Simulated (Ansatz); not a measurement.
# C2H8ClNO2Ti: ionisation energy by level of theory

Aim: the vertical ionisation energy of C2H8ClNO2Ti, as cation minus neutral at the neutral's geometry, on several levels, and how well −ε(HOMO) stands in for it.

Computed with Ansatz 0.2.0, Gaussian basis. Level: unrestricted cation, the program's frozen cores in correlated methods.

Levels to be run: UKS PBE-D4/def2-TZVPP; UKS r2SCAN-D4/def2-TZVPP; UKS PBE0-D4/def2-TZVPP; UKS B3LYP-D4/def2-TZVPP; UKS wB97X-V/def2-TZVPP; UKS wB97M-V/def2-TZVPP; UKS B2PLYP/def2-TZVPP; UHF-CCSD(T)/def2-TZVPP; UHF-MP2/def2-QZVPP; extrapolation to the limit; then −ε(HOMO) from the neutral's earlier runs with LDA (SPW92), PBE-D4, revPBE-D4, BLYP-D4, r2SCAN-D4, B97M-V, PBE0-D4, B3LYP-D4, r2SCANh-D4, r2SCAN0-D4, HSE06-D4, BHLYP-D4, CAM-B3LYP-D4, LC-ωPBE, ωB97X-V, ωB97M-V.

## 1. The relaxed structure

All runs share one geometry, relaxed beforehand with PBE0-D4 in a triple-zeta def2 set.

SMILES `C[NH][Ti]([OH])([Cl])[O]C`, 15 atoms, charge 0, spin multiplicity 1.

Atoms are counted from 1 here; the program's logs count them from 0.

Bond lengths: C1–N2 1.442 Å, C1–H8 1.092 Å, C1–H9 1.096 Å, C1–H10 1.096 Å, N2–Ti3 1.862 Å, N2–H11 1.013 Å, Ti3–O4 1.789 Å, Ti3–Cl5 2.243 Å, Ti3–O6 1.759 Å, O4–H12 0.956 Å, O6–C7 1.390 Å, C7–H13 1.095 Å, C7–H14 1.094 Å, C7–H15 1.095 Å. Angles: N2–C1–H8 109.9°, N2–C1–H9 112.0°, N2–C1–H10 111.8°, H8–C1–H9 107.5°, H8–C1–H10 107.2°, H9–C1–H10 108.2°, C1–N2–Ti3 128.9°, C1–N2–H11 113.1°, Ti3–N2–H11 117.9°, N2–Ti3–O4 107.1°, N2–Ti3–Cl5 108.7°, N2–Ti3–O6 109.0°, O4–Ti3–Cl5 111.1°, O4–Ti3–O6 115.7°, Cl5–Ti3–O6 105.1°, Ti3–O4–H12 138.5°, Ti3–O6–C7 161.3°, O6–C7–H13 110.2° and more.

## 2. Cation, UKS PBE-D4/def2-TZVPP

Input file in.yaml:

```yaml
crystal:
  periodic: [false, false, false]
  atoms:
    - {symbol: C, position_ang: [-1.649138, 1.566339, 0.141232]}
    - {symbol: N, position_ang: [-1.298885, 0.591086, -0.861878]}
    - {symbol: Ti, position_ang: [0.276426, -0.384175, -1.044254]}
    - {symbol: O, position_ang: [-0.071275, -1.743262, -2.155140]}
    - {symbol: Cl, position_ang: [1.860841, 0.961647, -1.887231]}
    - {symbol: O, position_ang: [0.858599, -0.834423, 0.553302]}
    - {symbol: C, position_ang: [1.619070, -0.866746, 1.716043]}
    - {symbol: H, position_ang: [-0.845359, 1.649875, 0.876039]}
    - {symbol: H, position_ang: [-2.562465, 1.290181, 0.681297]}
    - {symbol: H, position_ang: [-1.796443, 2.561862, -0.293638]}
    - {symbol: H, position_ang: [-2.021772, 0.460127, -1.559338]}
    - {symbol: H, position_ang: [0.133418, -2.674211, -2.234393]}
    - {symbol: H, position_ang: [1.051380, -0.443799, 2.551254]}
    - {symbol: H, position_ang: [1.885948, -1.898983, 1.962917]}
    - {symbol: H, position_ang: [2.537756, -0.286318, 1.583088]}
basis:
  gaussian: {orbitals: def2-TZVPP}
total_charge: 1
magnetization: {spin_polarized: true, initial_magnetization: 1}
hamiltonian: {xc: pbe, dispersion: d4}
```

Further steps of the session: Cation, UKS r2SCAN-D4/def2-TZVPP; Cation, UKS PBE0-D4/def2-TZVPP; Cation, UKS B3LYP-D4/def2-TZVPP; Cation, UKS wB97X-V/def2-TZVPP; Cation, UKS wB97M-V/def2-TZVPP; Cation, UKS B2PLYP (frozen core)/def2-TZVPP; Cation, UHF-CCSD(T)/def2-TZVPP; Cation, UHF-MP2/def2-QZVPP.

Q: Predict the results of all the runs planned. Wanted: ionisation energy, CCSD(T)/CBS; nearest functional by difference; nearest −ε(HOMO); −ε(HOMO) of PBE; T1 of the cation.

As calculated:

```
                        quantity               value
  ionisation energy, CCSD(T)/CBS             9.02 eV
nearest functional by difference  ωB97X-V (-0.14 eV)
                nearest −ε(HOMO)  ωB97M-V (+0.23 eV)
                 −ε(HOMO) of PBE             5.65 eV
                T1 of the cation               0.030
```

By cation minus neutral, the functionals miss by 0.59 eV at most. −ε(HOMO) of PBE misses by 3.4 eV, since self-interaction lifts the level. Among orbital estimates ωB97M-V comes nearest. Hartree-Fock falls 1.27 eV short, as the neutral has more correlation energy than the cation. Correlated methods include outer-core shells of Ti, which these sets cover unevenly.
